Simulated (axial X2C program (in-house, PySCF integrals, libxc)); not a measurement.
# A two-component session on TeRu⁺: EOM-IP-CCSD levels

Wanted for TeRu⁺: EOM-IP-CCSD levels, at the two-component level.

Method: two-component X2C with atomic mean-field terms, Te dyall-cv3z, Ru dyall-cv3z; program: an in-house X2C program for linear molecules on PySCF integrals.

All values are calculated.

**1. Set-up**

task.json reads:

```json
{"zs": [52, 44], "q": 1, "bas": ["dyall-cv3z", "dyall-cv3z"], "r0": 2.42, "eom": "ip", "rq": 0, "thr": -1.0, "nmax": 95, "grid": [1, 0.96, 1.045, 0.92, 1.09, 1.15]}
```

Keys: zs atomic numbers; q charge; bas basis sets; r0 starting distance in Å; eom kind of EOM run; thr threshold in hartree for freezing inner shells (an s shell follows its p shell); nmax most natural virtual spinors; grid distances as factors.

Started as:

```sh
$ python soeom.py task.json out
```

Nuclei are Gaussian, cores are contracted, and the Gaunt term is on.

**2. EOM-IP-CCSD at 2.418 Å**

Reference: the closed shell TeRu; 14 electrons correlated, 92 virtual spinors; roots sought by Ω: 1/2: 4, 3/2: 3, 5/2: 1.

Output:

```text
two-component X2C + atomic mean field  HF
basis functions 274  fitting functions 1301  grid points 5802
iter        total energy     max residual
   1     -11314.139372400     4.99e-01
   2     -11314.200579515     1.42e-02
   3     -11314.192974523     2.18e-02
   4     -11314.214652431     3.84e-03
   5     -11314.216453376     3.15e-03
   6     -11314.217321541     2.89e-03
   7     -11314.218080614     2.56e-03
   8     -11314.218682120     2.16e-03
   9     -11314.219524848     1.67e-03
  10     -11314.220396588     1.01e-03
  11     -11314.221001872     3.69e-04
  12     -11314.221143719     2.08e-04
  13     -11314.221220065     1.63e-04
  14     -11314.221257343     1.23e-04
  15     -11314.221269785     9.01e-05
  16     -11314.221272188     7.19e-05
  17     -11314.221272549     6.70e-05
  18     -11314.221273345     5.35e-05
  19     -11314.221274382     2.88e-05
  20     -11314.221274746     1.26e-05
  21     -11314.221274816     5.93e-06
  22     -11314.221274825     5.66e-06
  23     -11314.221274831     8.45e-06
  24     -11314.221274833     7.76e-06
  25     -11314.221274839     1.05e-05
  26     -11314.221274840     3.57e-06
  27     -11314.221274841     2.28e-06
  28     -11314.221274842     1.52e-06
converged
one-electron -16553.45262699  Coulomb 5051.85502488  exact exchange -307.06748343  xc functional 0.00000000  nuclear repulsion 500.72682324  atomic mean-field constant -6.28301253
correlated 14  virtual 340  natural virtual 92  E(MP2) -0.405198866  MP2 remainder -0.036308865
iter   CCSD correlation   residual
   1     -0.338837610   3.84e-01
   2     -0.366646136   3.18e-01
   3     -0.378753210   1.13e-01
   4     -0.384152075   6.51e-02
   5     -0.386343290   3.68e-02
   6     -0.387200323   2.39e-02
   7     -0.387484395   1.72e-02
   8     -0.387655640   1.23e-02
   9     -0.387793752   8.86e-03
  10     -0.387555746   6.58e-03
  11     -0.387661960   5.18e-03
  12     -0.387578496   3.85e-03
  13     -0.387586578   2.94e-03
  14     -0.387466756   2.35e-03
  15     -0.387385225   1.69e-03
  16     -0.387358721   1.21e-03
  17     -0.387317317   8.72e-04
  18     -0.387321364   6.57e-04
  19     -0.387313469   5.13e-04
  20     -0.387310679   3.96e-04
  21     -0.387304993   3.05e-04
  22     -0.387301689   2.46e-04
  23     -0.387295608   1.97e-04
  24     -0.387296567   1.60e-04
  25     -0.387294247   1.32e-04
  26     -0.387297823   1.14e-04
  27     -0.387297984   9.27e-05
  28     -0.387299903   7.11e-05
  29     -0.387300586   5.72e-05
  30     -0.387301845   4.66e-05
  31     -0.387301936   3.62e-05
  32     -0.387302639   3.00e-05
  33     -0.387302553   2.55e-05
  34     -0.387303521   2.13e-05
  35     -0.387303608   1.73e-05
  36     -0.387304161   1.43e-05
  37     -0.387304253   1.17e-05
  38     -0.387304382   9.45e-06
  39     -0.387304330   7.95e-06
  40     -0.387304368   5.87e-06
  41     -0.387304258   4.45e-06
  42     -0.387304332   3.51e-06
  43     -0.387304250   2.85e-06
  44     -0.387304268   2.23e-06
(T) -0.035283842  T1 0.1652  D1 0.3453  max T2 0.138
EOM-IP-CCSD roots
2*Omega      energy/Eh   energy/eV  one-particle weight
    1       0.28171590      7.6659      0.897
    1       0.34638506      9.4256      0.763
    1       0.36949825     10.0546      0.128
    1       0.37794391     10.2844      0.241
    3       0.28547342      7.7681      0.850
    3       0.34064532      9.2694      0.701
    3       0.38149617     10.3810      0.010
    5       0.29520606      8.0330      0.688
```

T1 in the output is the amplitude norm over the root of the electron number; divide by √2 for the Lee–Taylor value.

| Ω | vertical IE (eV) | above lowest (cm⁻¹) | spinor | weight |
| --- | --- | --- | --- | --- |
| 1/2 | 7.666 | 0 | 35% Te pπ, 19% Te pσ, 15% Ru sσ | 0.90 |
| 3/2 | 7.768 | 820 | 49% Te pπ, 33% Ru dδ, 9% Ru pπ | 0.85 |
| 5/2 | 8.033 | 2960 | 100% Ru dδ | 0.69 |
| 3/2 | 9.269 | 12930 | 52% Ru dπ, 33% Te pπ, 10% Ru dδ | 0.70 |
| 1/2 | 9.426 | 14190 | 44% Ru dπ, 39% Te pπ | 0.76 |

It took 25 s on 1 thread of Arm Neoverse V2, shared host; peak memory 0.92 GiB.

**3. EOM-IP-CCSD at 2.321 Å**

| Ω | vertical IE (eV) | above lowest (cm⁻¹) | spinor | weight |
| --- | --- | --- | --- | --- |
| 1/2 | 7.633 | 0 | 27% Te pπ, 22% Te pσ, 17% Ru dσ | 0.90 |
| 3/2 | 7.783 | 1220 | 42% Ru dδ, 40% Te pπ, 8% Ru pπ | 0.85 |
| 5/2 | 7.935 | 2440 | 100% Ru dδ | 0.74 |
| 3/2 | 9.471 | 14830 | 49% Ru dπ, 38% Te pπ, 7% Ru dδ | 0.78 |
| 1/2 | 9.659 | 16350 | 44% Ru dπ, 43% Te pπ | 0.78 |

It took 26 s on 1 thread of Arm Neoverse V2, shared host; peak memory 0.99 GiB.

**4. EOM-IP-CCSD at 2.527 Å**

| Ω | vertical IE (eV) | above lowest (cm⁻¹) | spinor | weight |
| --- | --- | --- | --- | --- |
| 1/2 | 7.666 | 0 | 45% Te pπ, 16% Te pσ, 14% Ru sσ | 0.90 |
| 3/2 | 7.710 | 360 | 60% Te pπ, 24% Ru dδ, 9% Ru pπ | 0.86 |
| 5/2 | 8.140 | 3820 | 100% Ru dδ | 0.62 |
| 1/2 | 9.231 | 12620 | 43% Ru dπ, 33% Te pπ, 11% Te pσ | 0.73 |

Wall time 28 s (1 thread of Arm Neoverse V2, shared host); peak memory 1 GiB.

**5. EOM-IP-CCSD at 2.225 Å**

| Ω | vertical IE (eV) | above lowest (cm⁻¹) | spinor | weight |
| --- | --- | --- | --- | --- |
| 1/2 | 7.574 | 0 | 26% Te pσ, 20% Ru dσ, 20% Te pπ | 0.91 |
| 3/2 | 7.763 | 1520 | 50% Ru dδ, 31% Te pπ, 8% Ru dπ | 0.85 |
| 5/2 | 7.826 | 2030 | 100% Ru dδ | 0.78 |
| 3/2 | 9.734 | 17420 | 47% Ru dπ, 41% Te pπ | 0.83 |
| 1/2 | 9.950 | 19160 | 44% Ru dπ, 44% Te pπ | 0.77 |

It took 40 s on 1 thread of Arm Neoverse V2, shared host; peak memory 1 GiB.

**6. EOM-IP-CCSD at 2.636 Å**

| Ω | vertical IE (eV) | above lowest (cm⁻¹) | spinor | weight |
| --- | --- | --- | --- | --- |
| 3/2 | 7.618 | 0 | 69% Te pπ, 16% Ru dδ, 9% Ru pπ | 0.88 |
| 1/2 | 7.635 | 140 | 55% Te pπ, 13% Ru sσ, 12% Te pσ | 0.90 |
| 1/2 | 9.113 | 12050 | 41% Ru dπ, 26% Te pπ, 18% Te pσ | 0.68 |

Run time: 37 s. Hardware: 1 thread of Arm Neoverse V2, shared host; peak memory 1 GiB.

**7. Curves of the states**

Energies in eV from the lowest point of the lowest state; states are followed by energy order within each Ω.

| R (Å) | (1)Ω=1/2 | (1)Ω=3/2 | (2)Ω=1/2 |
| --- | --- | --- | --- |
| 2.225 | 0.1540 | 0.3428 | 2.5297 |
| 2.321 | 0.0000 | 0.1508 | 2.0268 |
| 2.418 | 0.0222 | 0.1245 | 1.7820 |
| 2.527 | 0.1715 | 0.2156 | 1.7362 |
| 2.636 | 0.4004 | 0.3833 | 1.8778 |

**8. What came out**

| quantity | value |
| --- | --- |
| lowest root at 2.418 Å | Ω = 1/2, 7.666 eV |
| next root led by one particle | Ω = 3/2, about 820 cm⁻¹ higher |
| T1 of the reference | 0.117 |

What this shows: Removing an electron from the reference determinant of TeRu costs 7.67 eV and empties a spinor of 35% Te pπ, 19% Te pσ, 15% Ru sσ. The closed-shell reference lies 1.49 eV above the lowest determinant found, so these energies count from an excited configuration. Errors of 0.1 to 0.3 eV are usual at this size, and roots led by higher excitations are left out, so the list is incomplete, and low states of that kind can be missing. T1 or the largest double amplitude of the reference is raised, which lowers the reliability.
